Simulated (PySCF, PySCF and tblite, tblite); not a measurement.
# C2H7NOSi2: conformers and averaged spectra, part 1 of 2

Which conformers does C2H7NOSi2 (`CO[SiH2][SiH2]C#N`) populate, and what do their averaged NMR parameters look like?

Programs: PySCF 2.14.0 with density-fitted response routines of our own, and tblite 0.8.0. All values are computed, except where a source is named. Atoms count from 0 throughout.

## Step 1: The molecule as given

13 atoms, charge 0, multiplicity 1; geometry from: MMFF94s geometry.

Bonds of the start (Å): C0–H6 1.09, C0–H7 1.10, C0–H8 1.10, C0–O1 1.42, C4–N5 1.16, O1–Si2 1.69, Si2–H10 1.48, Si2–H9 1.48, Si2–Si3 2.31, Si3–C4 1.88, Si3–H11 1.49, Si3–H12 1.49.

## Step 2: GFN2-xTB relaxation, conformer 1

The job: settings as JSON, then the geometry in Å.

```
{"job": {"xc": "GFN2-xTB", "basis": "xTB", "kind": "relax"}, "charge": 0, "multiplicity": 1}
C     -2.514900    -0.040100     0.850600
O     -1.466000     0.376100    -0.006900
Si     0.071000    -0.252000     0.290700
Si     1.599500     0.578900    -1.234000
C      3.233600    -0.217100    -0.761500
N      4.242300    -0.707200    -0.484100
H     -2.689300    -1.115400     0.782700
H     -3.430800     0.469900     0.522700
H     -2.331700     0.253100     1.891900
H     -0.028800    -1.730800     0.207600
H      0.444200     0.104600     1.676400
H      1.197600     0.218400    -2.619800
H      1.669000     2.062200    -1.134000
```

Launch:

```console
OMP_NUM_THREADS=1 python ens_run.py task.json out
```

The driver reads the study from task.json and runs its stages one after another.

Standard output:

```text
step      E/eV     max force
  0    -497.24115    1.465
  1    -497.27700    2.879
  2    -497.32743    0.976
  3    -497.35511    0.681
  4    -497.38025    0.335
  5    -497.40006    0.373
  6    -497.41953    0.398
  7    -497.43567    0.321
  8    -497.44610    0.238
  9    -497.45283    0.176
 10    -497.45711    0.202
 11    -497.46069    0.161
 12    -497.46413    0.154
 13    -497.46711    0.126
 14    -497.46941    0.128
 15    -497.47131    0.110
 16    -497.47333    0.110
 17    -497.47590    0.169
 18    -497.47923    0.194
 19    -497.48282    0.206
 20    -497.48564    0.163
 21    -497.48749    0.122
 22    -497.48914    0.109
 23    -497.49138    0.132
 24    -497.49419    0.167
 25    -497.49661    0.133
 26    -497.49805    0.112
 27    -497.49888    0.098
 28    -497.49975    0.080
 29    -497.50095    0.100
 30    -497.50209    0.088
 31    -497.50271    0.053
 32    -497.50303    0.051
 33    -497.50337    0.048
 34    -497.50380    0.055
 35    -497.50433    0.064
 36    -497.50486    0.068
 37    -497.50540    0.066
 38    -497.50605    0.082
 39    -497.50695    0.093
 40    -497.50792    0.084
 41    -497.50861    0.065
 42    -497.50904    0.053
 43    -497.50945    0.053
 44    -497.51005    0.078
 45    -497.51085    0.097
 46    -497.51160    0.089
 47    -497.51202    0.052
 48    -497.51222    0.030
 49    -497.51222    0.030
 50    -497.51227    0.024
 51    -497.51231    0.135
 52    -497.51240    0.047
 53    -497.51244    0.033
 54    -497.51252    0.017
 55    -497.51258    0.029
 56    -497.51267    0.034
 57    -497.51277    0.028
 58    -497.51284    0.016
 59    -497.51287    0.013
 60    -497.51289    0.012
 61    -497.51292    0.014
 62    -497.51295    0.012
 63    -497.51297    0.009
 64    -497.51298    0.008
 65    -497.51299    0.006
 66    -497.51299    0.005
 67    -497.51300    0.004
 68    -497.51300    0.004
 69    -497.51300    0.005
 70    -497.51300    0.005
 71    -497.51301    0.005
 72    -497.51301    0.005
 73    -497.51302    0.006
 74    -497.51302    0.005
 75    -497.51303    0.005
 76    -497.51303    0.006
 77    -497.51303    0.005
 78    -497.51303    0.004
 79    -497.51304    0.004
```

Run time: 0.53 s. Hardware: 1 thread of AMD EPYC 7B13, shared host.

Relaxing gained 0.272 eV and moved the atoms by 0.24 Å on average (rms).

**GFN2-xTB relaxation, conformer 2**

The job: settings as JSON, then the geometry in Å.

```
{"job": {"xc": "GFN2-xTB", "basis": "xTB", "kind": "relax"}, "charge": 0, "multiplicity": 1}
C      1.866400     1.069000    -0.238900
O      1.516900    -0.138500     0.407400
Si     0.378300    -1.137000    -0.264800
Si    -1.725300    -0.788600     0.644500
C     -2.186600     0.965200     0.239600
N     -2.466300     2.061300    -0.042400
H      2.281600     0.885100    -1.234700
H      2.625300     1.585900     0.365300
H      0.994900     1.732800    -0.315200
H      0.781000    -2.545700    -0.053200
H      0.337500    -0.896900    -1.737200
H     -2.703800    -1.768800     0.073600
H     -1.704200    -1.023300     2.138300
```

Standard output:

```text
step      E/eV     max force
  0    -497.17391    2.299
  1    -497.08705    7.177
  2    -497.25075    0.472
  3    -497.27110    0.394
  4    -497.30741    0.530
  5    -497.31902    0.349
  6    -497.33943    0.319
  7    -497.34879    0.374
  8    -497.36302    0.399
  9    -497.37126    0.286
 10    -497.37706    0.205
 11    -497.38133    0.167
 12    -497.38620    0.242
 13    -497.39085    0.225
 14    -497.39475    0.145
 15    -497.39744    0.144
 16    -497.39963    0.133
 17    -497.40213    0.147
 18    -497.40488    0.172
 19    -497.40760    0.152
 20    -497.40983    0.102
 21    -497.41135    0.096
 22    -497.41268    0.117
 23    -497.41431    0.145
 24    -497.41603    0.139
 25    -497.41749    0.093
 26    -497.41868    0.102
 27    -497.41988    0.099
 28    -497.42152    0.139
 29    -497.42365    0.152
 30    -497.42570    0.110
 31    -497.42732    0.117
 32    -497.42865    0.101
 33    -497.42997    0.092
 34    -497.43116    0.077
 35    -497.43194    0.065
 36    -497.43249    0.064
 37    -497.43310    0.096
 38    -497.43393    0.111
 39    -497.43486    0.088
 40    -497.43565    0.081
 41    -497.43625    0.069
 42    -497.43682    0.073
 43    -497.43755    0.074
 44    -497.43826    0.061
 45    -497.43885    0.079
 46    -497.43961    0.090
 47    -497.44074    0.088
 48    -497.44215    0.101
 49    -497.44341    0.077
 50    -497.44419    0.069
 51    -497.44463    0.056
 52    -497.44512    0.066
 53    -497.44579    0.082
 54    -497.44658    0.081
 55    -497.44747    0.094
 56    -497.44820    0.070
 57    -497.44888    0.069
 58    -497.44947    0.053
 59    -497.44996    0.047
 60    -497.45016    0.039
 61    -497.45016    0.039
 62    -497.45026    0.041
 63    -497.45061    0.138
 64    -497.45061    0.232
 65    -497.45093    0.068
 66    -497.45116    0.055
 67    -497.45148    0.104
 68    -497.45176    0.087
 69    -497.45208    0.056
 70    -497.45243    0.070
 71    -497.45278    0.083
 72    -497.45303    0.060
 73    -497.45326    0.051
 74    -497.45355    0.054
 75    -497.45382    0.062
 76    -497.45399    0.040
 77    -497.45412    0.033
 78    -497.45428    0.045
 79    -497.45448    0.061
 80    -497.45466    0.046
 81    -497.45477    0.033
 82    -497.45488    0.031
 83    -497.45501    0.048
 84    -497.45516    0.050
 85    -497.45526    0.029
 86    -497.45532    0.022
 87    -497.45536    0.031
 88    -497.45544    0.052
 89    -497.45556    0.061
 90    -497.45568    0.045
 91    -497.45577    0.028
 92    -497.45583    0.023
 93    -497.45591    0.045
 94    -497.45600    0.054
 95    -497.45610    0.041
 96    -497.45617    0.021
 97    -497.45624    0.021
 98    -497.45631    0.044
 99    -497.45639    0.047
100    -497.45646    0.028
101    -497.45649    0.016
102    -497.45653    0.024
103    -497.45657    0.040
104    -497.45663    0.042
105    -497.45670    0.028
106    -497.45676    0.022
107    -497.45682    0.028
108    -497.45687    0.041
109    -497.45692    0.035
110    -497.45697    0.020
111    -497.45701    0.022
112    -497.45706    0.043
113    -497.45714    0.056
114    -497.45724    0.055
115    -497.45733    0.035
116    -497.45740    0.016
117    -497.45743    0.014
118    -497.45744    0.015
119    -497.45746    0.010
120    -497.45748    0.018
121    -497.45752    0.031
122    -497.45755    0.027
123    -497.45758    0.017
124    -497.45761    0.015
125    -497.45763    0.014
126    -497.45765    0.023
127    -497.45766    0.009
128    -497.45767    0.010
129    -497.45768    0.012
130    -497.45768    0.008
131    -497.45769    0.010
132    -497.45770    0.017
133    -497.45773    0.028
134    -497.45777    0.032
135    -497.45782    0.024
136    -497.45785    0.010
137    -497.45786    0.008
138    -497.45787    0.013
139    -497.45789    0.017
140    -497.45791    0.016
141    -497.45793    0.013
142    -497.45795    0.011
143    -497.45797    0.012
144    -497.45798    0.013
145    -497.45799    0.007
146    -497.45800    0.007
147    -497.45800    0.006
148    -497.45801    0.010
149    -497.45803    0.013
150    -497.45805    0.010
151    -497.45806    0.010
152    -497.45808    0.009
153    -497.45808    0.008
154    -497.45809    0.009
155    -497.45810    0.009
156    -497.45812    0.010
157    -497.45813    0.009
158    -497.45815    0.009
159    -497.45816    0.006
160    -497.45816    0.006
161    -497.45817    0.005
162    -497.45817    0.009
163    -497.45818    0.009
164    -497.45818    0.006
165    -497.45818    0.003
```

Wall time 1 s (1 thread of AMD EPYC 7B13, shared host).

Relaxing gained 0.284 eV and moved the atoms by 0.37 Å on average (rms).

## Step 3: Shieldings, conformer 1: mPW1PW91/pcSseg-1 in dichloromethane

The job: settings as JSON, then the geometry in Å.

```
{"job": {"xc": "mPW1PW91", "basis": "pcSseg-1", "solvent": "dichloromethane", "kind": "nmr", "pop": true}, "charge": 0, "multiplicity": 1}
C     -2.505983     0.044663     0.745517
O     -1.277621     0.235698     0.115571
Si     0.155189    -0.434932     0.489366
Si     1.427602     0.555176    -1.148401
C      3.160949    -0.091081    -0.900089
N      4.217748    -0.501498    -0.728469
H     -2.804217    -1.005099     0.700884
H     -3.251178     0.652542     0.231591
H     -2.453678     0.347436     1.793597
H      0.062132    -1.903260     0.444487
H      0.521706    -0.120169     1.879759
H      1.138808     0.206966    -2.547618
H      1.604155     2.014046    -1.093923
```

Standard output:

```text
coarse grid: 11912 points
cycle   1  E = -789.1779613022  dE =  4.989e-01  |g| = 7.112e-01  |ddm| = 3.221e+00
cycle   2  E = -788.9889702984  dE =  1.890e-01  |g| = 1.210e+00  |ddm| = 1.553e+00
cycle   3  E = -789.2712692700  dE = -2.823e-01  |g| = 1.312e-01  |ddm| = 1.070e+00
cycle   4  E = -789.2736502795  dE = -2.381e-03  |g| = 8.354e-02  |ddm| = 1.107e-01
cycle   5  E = -789.2750364134  dE = -1.386e-03  |g| = 1.565e-02  |ddm| = 5.372e-02
cycle   6  E = -789.2750914812  dE = -5.507e-05  |g| = 2.398e-03  |ddm| = 1.543e-02
cycle   7  E = -789.2750928128  dE = -1.332e-06  |g| = 3.893e-04  |ddm| = 2.427e-03
final grid: 106072 points
cycle   8  E = -789.3185305648  dE = -1.419e-05  |g| = 6.026e-03  |ddm| = 1.502e-02
cycle   9  E = -789.3185250304  dE =  5.534e-06  |g| = 8.314e-03  |ddm| = 8.427e-03
cycle  10  E = -789.3185371608  dE = -1.213e-05  |g| = 8.532e-04  |ddm| = 5.389e-03
cycle  11  E = -789.3185373106  dE = -1.497e-07  |g| = 1.781e-04  |ddm| = 6.825e-04
cycle  12  E = -789.3185373129  dE = -2.312e-09  |g| = 1.495e-04  |ddm| = 1.782e-04
cycle  13  E = -789.3185373175  dE = -4.668e-09  |g| = 1.480e-05  |ddm| = 8.866e-05
cycle  14  E = -789.3185373176  dE = -5.207e-11  |g| = 3.632e-06  |ddm| = 1.696e-05
converged SCF energy = -789.3185373176

GIAO shielding tensors (ppm)
atom      isotropic    diamagn.    paramagn.     s11        s22        s33       span
  0 C      129.812     241.167    -111.355    101.258    102.682    185.497     84.239
  1 O      350.396     401.248     -50.852    302.194    361.698    387.296     85.102
  2 Si     369.818     881.263    -511.445    315.466    326.180    467.809    152.342
  3 Si     458.633     880.108    -421.475    439.099    466.897    469.901     30.802
  4 C       57.851     261.698    -203.847    -58.062    -57.909    289.525    347.587
  5 N      -80.677     339.004    -419.681   -272.045   -270.979    300.994    573.039
  6 H       28.026      27.955       0.071     24.042     25.660     34.376     10.334
  7 H       27.759      27.480       0.279     23.449     25.448     34.381     10.932
  8 H       28.028      27.957       0.071     24.043     25.661     34.379     10.336
  9 H       26.423      30.511      -4.087     23.533     25.125     30.613      7.080
 10 H       26.423      30.512      -4.089     23.533     25.124     30.613      7.081
 11 H       27.440      28.223      -0.783     23.944     25.984     32.393      8.449
 12 H       27.440      28.224      -0.784     23.944     25.984     32.393      8.450
```

Wall time 14 s (1 thread of AMD EPYC 7B13, shared host); peak memory 0.81 GiB.

In short: HOMO -8.28 eV, LUMO -0.70 eV; dipole 5.83 D.

## Step 4: Single-point energy, conformer 1: PBE0/def2-TZVP in dichloromethane

Changed since step 3:

```diff
@@ -1,2 +1,2 @@
-{"job": {"xc": "mPW1PW91", "basis": "pcSseg-1", "solvent": "dichloromethane", "kind": "nmr", "pop": true}, "charge": 0, "multiplicity": 1}
+{"job": {"xc": "PBE0", "basis": "def2-TZVP", "solvent": "dichloromethane", "kind": "sp"}, "charge": 0, "multiplicity": 1}
 C     -2.505983     0.044663     0.745517
```

Standard output:

```text
coarse grid: 11912 points
cycle   1  E = -788.9222465254  dE =  4.850e-01  |g| = 7.179e-01  |ddm| = 2.741e+00
cycle   2  E = -788.7185492084  dE =  2.037e-01  |g| = 1.244e+00  |ddm| = 1.239e+00
cycle   3  E = -789.0154695255  dE = -2.969e-01  |g| = 1.341e-01  |ddm| = 8.715e-01
cycle   4  E = -789.0175843378  dE = -2.115e-03  |g| = 9.235e-02  |ddm| = 9.978e-02
cycle   5  E = -789.0192628797  dE = -1.679e-03  |g| = 1.915e-02  |ddm| = 5.126e-02
cycle   6  E = -789.0193401286  dE = -7.725e-05  |g| = 2.996e-03  |ddm| = 1.548e-02
cycle   7  E = -789.0193422428  dE = -2.114e-06  |g| = 4.619e-04  |ddm| = 2.607e-03
final grid: 106072 points
cycle   8  E = -789.0130422358  dE = -2.988e-05  |g| = 8.357e-03  |ddm| = 2.867e-02
cycle   9  E = -789.0130316067  dE =  1.063e-05  |g| = 1.142e-02  |ddm| = 9.985e-03
cycle  10  E = -789.0130546424  dE = -2.304e-05  |g| = 1.408e-03  |ddm| = 6.216e-03
cycle  11  E = -789.0130550241  dE = -3.817e-07  |g| = 3.279e-04  |ddm| = 9.049e-04
cycle  12  E = -789.0130550364  dE = -1.231e-08  |g| = 2.262e-04  |ddm| = 2.622e-04
cycle  13  E = -789.0130550470  dE = -1.058e-08  |g| = 2.604e-05  |ddm| = 1.252e-04
cycle  14  E = -789.0130550471  dE = -1.517e-10  |g| = 5.787e-06  |ddm| = 2.255e-05
converged SCF energy = -789.0130550471
```

Run time: 12 s. Hardware: 1 thread of AMD EPYC 7B13, shared host; peak memory 0.84 GiB.

In short: HOMO -8.28 eV, LUMO -0.84 eV; dipole 5.89 D.

## Step 5: Shieldings, conformer 2: mPW1PW91/pcSseg-1 in dichloromethane

The job: settings as JSON, then the geometry in Å.

```
{"job": {"xc": "mPW1PW91", "basis": "pcSseg-1", "solvent": "dichloromethane", "kind": "nmr", "pop": false}, "charge": 0, "multiplicity": 1}
C      1.682398     1.101956    -0.162573
O      1.594491    -0.274756     0.038585
Si     0.436856    -1.329217    -0.378237
Si    -1.605315    -0.781857     0.571107
C     -1.991608     1.012791     0.201965
N     -2.161355     2.119430    -0.048284
H      1.787698     1.329626    -1.225936
H      2.563197     1.463826     0.369035
H      0.795584     1.616119     0.217251
H      1.048656    -2.531835     0.173308
H      0.313498    -1.419753    -1.842363
H     -2.769358    -1.493320     0.030261
H     -1.699132    -0.812523     2.038154
```

Standard output:

```text
coarse grid: 11912 points
cycle   1  E = -789.1737714199  dE =  4.951e-01  |g| = 7.191e-01  |ddm| = 3.218e+00
cycle   2  E = -788.9623382663  dE =  2.114e-01  |g| = 1.254e+00  |ddm| = 1.664e+00
cycle   3  E = -789.2705707398  dE = -3.082e-01  |g| = 1.230e-01  |ddm| = 1.178e+00
cycle   4  E = -789.2723081134  dE = -1.737e-03  |g| = 8.836e-02  |ddm| = 1.090e-01
cycle   5  E = -789.2738783213  dE = -1.570e-03  |g| = 1.580e-02  |ddm| = 5.580e-02
cycle   6  E = -789.2739326610  dE = -5.434e-05  |g| = 2.495e-03  |ddm| = 1.502e-02
cycle   7  E = -789.2739342409  dE = -1.580e-06  |g| = 3.618e-04  |ddm| = 2.806e-03
final grid: 106072 points
cycle   8  E = -789.3175529118  dE = -1.552e-05  |g| = 6.466e-03  |ddm| = 1.734e-02
cycle   9  E = -789.3175465275  dE =  6.384e-06  |g| = 8.936e-03  |ddm| = 8.938e-03
cycle  10  E = -789.3175604418  dE = -1.391e-05  |g| = 9.143e-04  |ddm| = 5.836e-03
cycle  11  E = -789.3175606182  dE = -1.764e-07  |g| = 1.462e-04  |ddm| = 7.697e-04
cycle  12  E = -789.3175606181  dE =  9.413e-11  |g| = 1.520e-04  |ddm| = 1.661e-04
cycle  13  E = -789.3175606230  dE = -4.866e-09  |g| = 1.429e-05  |ddm| = 8.716e-05
cycle  14  E = -789.3175606230  dE = -4.957e-11  |g| = 4.225e-06  |ddm| = 1.650e-05
converged SCF energy = -789.3175606230

GIAO shielding tensors (ppm)
atom      isotropic    diamagn.    paramagn.     s11        s22        s33       span
  0 C      131.360     246.803    -115.443    105.015    106.281    182.785     77.771
  1 O      348.912     397.041     -48.129    280.209    376.650    389.877    109.667
  2 Si     376.026     880.084    -504.058    320.916    339.679    467.482    146.565
  3 Si     459.683     880.310    -420.627    445.778    462.449    470.822     25.044
  4 C       56.059     264.259    -208.200    -62.879    -57.007    288.062    350.941
  5 N      -84.560     339.602    -424.162   -277.210   -271.072    294.601    571.811
  6 H       27.902      30.374      -2.473     24.608     25.330     33.766      9.158
  7 H       27.709      28.966      -1.256     23.561     25.581     33.986     10.425
  8 H       27.536      33.226      -5.690     22.302     27.682     32.626     10.324
  9 H       26.564      29.302      -2.738     22.862     25.267     31.564      8.702
 10 H       26.205      29.652      -3.447     22.770     25.012     30.832      8.062
 11 H       27.750      27.435       0.315     24.335     25.846     33.071      8.736
 12 H       27.472      28.285      -0.813     24.145     25.571     32.699      8.554
```

Run time: 12 s. Hardware: 1 thread of AMD EPYC 7B13, shared host; peak memory 0.91 GiB.

In short: HOMO -8.01 eV, LUMO -0.95 eV; dipole 3.51 D.

## Step 6: Single-point energy, conformer 2: PBE0/def2-TZVP in dichloromethane

Changed since step 5:

```diff
@@ -1,2 +1,2 @@
-{"job": {"xc": "mPW1PW91", "basis": "pcSseg-1", "solvent": "dichloromethane", "kind": "nmr", "pop": false}, "charge": 0, "multiplicity": 1}
+{"job": {"xc": "PBE0", "basis": "def2-TZVP", "solvent": "dichloromethane", "kind": "sp"}, "charge": 0, "multiplicity": 1}
 C      1.682398     1.101956    -0.162573
```

Standard output:

```text
coarse grid: 11912 points
cycle   1  E = -788.9183733018  dE =  4.813e-01  |g| = 7.265e-01  |ddm| = 2.737e+00
cycle   2  E = -788.6910853985  dE =  2.273e-01  |g| = 1.290e+00  |ddm| = 1.254e+00
cycle   3  E = -789.0152565881  dE = -3.242e-01  |g| = 1.263e-01  |ddm| = 8.995e-01
cycle   4  E = -789.0167655444  dE = -1.509e-03  |g| = 9.611e-02  |ddm| = 9.763e-02
cycle   5  E = -789.0186071719  dE = -1.842e-03  |g| = 1.927e-02  |ddm| = 5.245e-02
cycle   6  E = -789.0186831497  dE = -7.598e-05  |g| = 3.079e-03  |ddm| = 1.495e-02
cycle   7  E = -789.0186855666  dE = -2.417e-06  |g| = 4.349e-04  |ddm| = 2.892e-03
final grid: 106072 points
cycle   8  E = -789.0120944722  dE = -3.182e-05  |g| = 8.709e-03  |ddm| = 2.917e-02
cycle   9  E = -789.0120828112  dE =  1.166e-05  |g| = 1.196e-02  |ddm| = 1.018e-02
cycle  10  E = -789.0121077799  dE = -2.497e-05  |g| = 1.496e-03  |ddm| = 6.338e-03
cycle  11  E = -789.0121082205  dE = -4.407e-07  |g| = 3.299e-04  |ddm| = 9.679e-04
cycle  12  E = -789.0121082317  dE = -1.120e-08  |g| = 2.402e-04  |ddm| = 2.641e-04
cycle  13  E = -789.0121082438  dE = -1.206e-08  |g| = 2.382e-05  |ddm| = 1.325e-04
cycle  14  E = -789.0121082439  dE = -1.248e-10  |g| = 6.898e-06  |ddm| = 2.153e-05
converged SCF energy = -789.0121082439
```

Run time: 12 s. Hardware: 1 thread of AMD EPYC 7B13, shared host; peak memory 0.84 GiB.

This run: HOMO -7.99 eV, LUMO -1.07 eV; dipole 3.61 D.

## Step 7: Excited states, conformer 1: CAM-B3LYP/def2-SVPD in dichloromethane

The job: settings as JSON, then the geometry in Å.

```
{"job": {"xc": "CAM-B3LYP", "basis": "def2-SVPD", "nstates": 6, "ntriplets": 0, "solvent": "dichloromethane", "kind": "uv"}, "charge": 0, "multiplicity": 1}
C     -2.505983     0.044663     0.745517
O     -1.277621     0.235698     0.115571
Si     0.155189    -0.434932     0.489366
Si     1.427602     0.555176    -1.148401
C      3.160949    -0.091081    -0.900089
N      4.217748    -0.501498    -0.728469
H     -2.804217    -1.005099     0.700884
H     -3.251178     0.652542     0.231591
H     -2.453678     0.347436     1.793597
H      0.062132    -1.903260     0.444487
H      0.521706    -0.120169     1.879759
H      1.138808     0.206966    -2.547618
H      1.604155     2.014046    -1.093923
```

Standard output:

```text
coarse grid: 11912 points
cycle   1  E = -788.7612693447  dE =  4.946e-01  |g| = 7.090e-01  |ddm| = 4.481e+00
cycle   2  E = -788.6613011189  dE =  9.997e-02  |g| = 1.036e+00  |ddm| = 1.714e+00
cycle   3  E = -788.8685927103  dE = -2.073e-01  |g| = 7.631e-02  |ddm| = 9.400e-01
cycle   4  E = -788.8693624891  dE = -7.698e-04  |g| = 5.895e-02  |ddm| = 1.306e-01
cycle   5  E = -788.8700451058  dE = -6.826e-04  |g| = 1.198e-02  |ddm| = 6.677e-02
cycle   6  E = -788.8700811360  dE = -3.603e-05  |g| = 1.741e-03  |ddm| = 1.974e-02
cycle   7  E = -788.8700821436  dE = -1.008e-06  |g| = 3.787e-04  |ddm| = 4.329e-03
final grid: 106072 points
cycle   8  E = -788.9847978322  dE = -1.622e-05  |g| = 2.189e-03  |ddm| = 3.582e-02
cycle   9  E = -788.9847980183  dE = -1.861e-07  |g| = 2.205e-03  |ddm| = 6.336e-03
cycle  10  E = -788.9847989487  dE = -9.303e-07  |g| = 3.541e-04  |ddm| = 2.172e-03
cycle  11  E = -788.9847989712  dE = -2.257e-08  |g| = 1.569e-04  |ddm| = 4.611e-04
cycle  12  E = -788.9847989759  dE = -4.656e-09  |g| = 5.933e-05  |ddm| = 2.823e-04
cycle  13  E = -788.9847989767  dE = -7.815e-10  |g| = 1.649e-05  |ddm| = 6.301e-05
converged SCF energy = -788.9847989767

Static polarisability (au): isotropic 106.881, principal 91.036 104.832 124.774

Singlet excitations
state   eV       nm        f      main configurations
  1   6.6113    187.5   0.00377   H->L 0.92
  2   6.7415    183.9   0.05115   H-1->L 0.93
  3   7.0012    177.1   0.01858   H-1->L+1 0.66, H-2->L+1 0.13
  4   7.4737    165.9   0.11400   H-1->L+2 0.39, H-3->L+1 0.17
  5   7.5137    165.0   0.01628   H-3->L+2 0.42, H-4->L+2 0.12, H-7->L+2 0.10
  6   7.6024    163.1   0.03019   H->L+1 0.83, H->L+5 0.12
```

It took 20 s on 1 thread of AMD EPYC 7B13, shared host; peak memory 0.92 GiB.

Key values: HOMO -9.72 eV, LUMO 0.30 eV; dipole 5.91 D; S1 6.61 eV.

(Continued in part 2 of 2.)
